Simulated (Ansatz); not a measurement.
LaSi3Rh:

```
La Rh Si
1.0
    -2.13487    2.13487    4.93463
     2.13487   -2.13487    4.93463
     2.13487    2.13487   -4.93463
La Rh Si
1 1 3
Direct
  0.99950 0.99950 0.00000
  0.65453 0.65453 0.00000
  0.76202 0.26202 0.50000
  0.26202 0.76202 0.50000
  0.41193 0.41193 0.00000
```

The cell is a database's computed one.

| Property | Result |
| --- | --- |
| Program | Ansatz 0.2.0 |
| Task | relaxation of cell and atoms |
| Functional | RPBE |
| Dispersion | D4 |
| Potentials or basis | Ansatz PAW |
| Cutoff | 420 eV (not typed: the program's choice for these potentials) |
| k mesh | 9 × 9 × 9 |
| Occupations | fermi-dirac, width 0.05 eV |
| Spin | no spin polarisation |

At the start: volume 17.99 Å³/atom.

How do energy, volume and symmetry change on relaxing?

It ends after 7 steps and the volume is 17.32 Å³/atom (-3.7 %); space group I4mm (No. 107, to 0.05 Å).

Step by step:
| step | energy change (eV) | largest force (eV/Å) | volume (Å³) |
| --- | --- | --- | --- |
| 1 | 0.0000 | 0.1175 | 89.96 |
| 2 | -0.0479 | 0.1256 | 85.97 |
| 3 | -0.0504 | 0.0632 | 86.63 |
| 4 | -0.0507 | 0.0227 | 86.67 |
| 5 | -0.0507 | 0.0177 | 86.61 |
| 6 | -0.0507 | 0.0012 | 86.62 |
| 7 | -0.0499 | 0.0014 | 86.62 |

Final structure:
```
La Rh Si
1.0
    -2.10553    2.10553    4.88447
     2.10553   -2.10553    4.88447
     2.10553    2.10553   -4.88447
La Rh Si
1 1 3
Direct
  0.00118 0.00118 0.00000
  0.65254 0.65254 0.00000
  0.76329 0.26329 0.50000
  0.26329 0.76329 0.50000
  0.40969 0.40969 0.00000
```

Caveat: the plane-wave basis is chosen anew once the cell has moved, so the energies of steps on either side of that aren't comparable; the PAW data sets come from PBE, with cores solved anew for the run's functional, which leaves a small shift of forces and pressure.
